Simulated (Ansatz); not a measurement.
# CH₂BNO: taking an electron away

How much energy removes an electron from CH₂BNO at fixed geometry? The cation is run at each level and the neutral's energy taken from earlier runs.

The runs use Ansatz 0.2.0, Gaussian basis; unrestricted cation, the program's frozen cores in correlated methods.

Levels to be run: UKS PBE-D4/def2-TZVPP; UKS r2SCAN-D4/def2-TZVPP; UKS PBE0-D4/def2-TZVPP; UKS B3LYP-D4/def2-TZVPP; UKS wB97X-V/def2-TZVPP; UKS wB97M-V/def2-TZVPP; UKS B2PLYP/def2-TZVPP; UHF-CCSD(T)/def2-TZVPP; UHF-CCSD(T)/def2-QZVPP; extrapolation to the limit; then −ε(HOMO) from the neutral's earlier runs with LDA (SPW92), PBE-D4, revPBE-D4, BLYP-D4, r2SCAN-D4, B97M-V, PBE0-D4, B3LYP-D4, r2SCANh-D4, r2SCAN0-D4, HSE06-D4, BHLYP-D4, CAM-B3LYP-D4, LC-ωPBE, ωB97X-V, ωB97M-V.

**1. Structure used throughout**

The geometry comes from an earlier relaxation with PBE0-D4 in a triple-zeta def2 set; it is a stationary point.

6 atoms, charge 0, spin multiplicity 1.

Atoms are counted from 1 here; the program's logs count them from 0.

Bond lengths: B1–N2 1.404 Å, B1–H5 1.195 Å, B1–H6 1.193 Å, N2–C3 1.196 Å, C3–O4 1.162 Å. Angles: N2–B1–H5 119.2°, N2–B1–H6 118.7°, H5–B1–H6 122.1°, B1–N2–C3 159.7°, N2–C3–O4 176.3°.

As a file:

```mol
CH2BNO
  3D, bonds by distance, orders not assigned

  6  5  0  0  0  0  0  0  0  0999 V2000
   -0.4700    0.9554   -0.1447 B   0  0
    0.2270   -0.1978    0.2501 N   0  0
    0.6689   -1.3089    0.2144 C   0  0
    1.1292   -2.3754    0.2456 O   0  0
   -1.0486    0.9586   -1.1907 H   0  0
   -0.4645    1.9041    0.5792 H   0  0
  1  2  8  0
  2  3  8  0
  3  4  8  0
  1  5  8  0
  1  6  8  0
M  END
```

**2. Cation, UKS PBE-D4/def2-TZVPP**

File in.yaml:

```yaml
crystal:
  periodic: [false, false, false]
  atoms:
    - {symbol: B, position_ang: [-0.469978, 0.955421, -0.144734]}
    - {symbol: N, position_ang: [0.227042, -0.197821, 0.250114]}
    - {symbol: C, position_ang: [0.668888, -1.308903, 0.214354]}
    - {symbol: O, position_ang: [1.129162, -2.375373, 0.245559]}
    - {symbol: H, position_ang: [-1.048612, 0.958577, -1.190677]}
    - {symbol: H, position_ang: [-0.464503, 1.904099, 0.579183]}
basis:
  gaussian: {orbitals: def2-TZVPP}
total_charge: 1
magnetization: {spin_polarized: true, initial_magnetization: 1}
hamiltonian: {xc: pbe, dispersion: d4}
```

On the command line:

```sh
$ ansatz run in.yaml --threads 2 --pin off --events-out ev --progress --plain --max-ram 22528MiB --backend cpu
```

The runs that follow: Cation, UKS r2SCAN-D4/def2-TZVPP; Cation, UKS PBE0-D4/def2-TZVPP; Cation, UKS B3LYP-D4/def2-TZVPP; Cation, UKS wB97X-V/def2-TZVPP; Cation, UKS wB97M-V/def2-TZVPP; Cation, UKS B2PLYP (frozen core)/def2-TZVPP; Cation, UHF-CCSD(T)/def2-TZVPP; Cation, UHF-CCSD(T)/def2-QZVPP.

Before running them: what should the planned runs give, taken together? Wanted: ionisation energy, CCSD(T)/CBS; nearest functional by difference; nearest −ε(HOMO); −ε(HOMO) of PBE; T1 of the cation.

As calculated:

```
                        quantity               value
  ionisation energy, CCSD(T)/CBS            11.15 eV
nearest functional by difference  ωB97X-V (-0.23 eV)
                nearest −ε(HOMO)  LC-ωPBE (-0.08 eV)
                 −ε(HOMO) of PBE             7.03 eV
                T1 of the cation               0.046
```

In words: Energy differences with functionals land within 0.66 eV of the reference. The PBE orbital energy is 4.1 eV too small: a semilocal HOMO is no ionisation energy. Among orbital estimates LC-ωPBE comes nearest. Hartree-Fock falls 1.15 eV short, as the neutral has more correlation energy than the cation. The cation's T1 (from the report) is 0.046, above the customary mark of 0.045 for open shells, so the coupled-cluster value is less safe. The cation may have settled in a state other than its lowest; no search over hole states beyond the program's own was made.
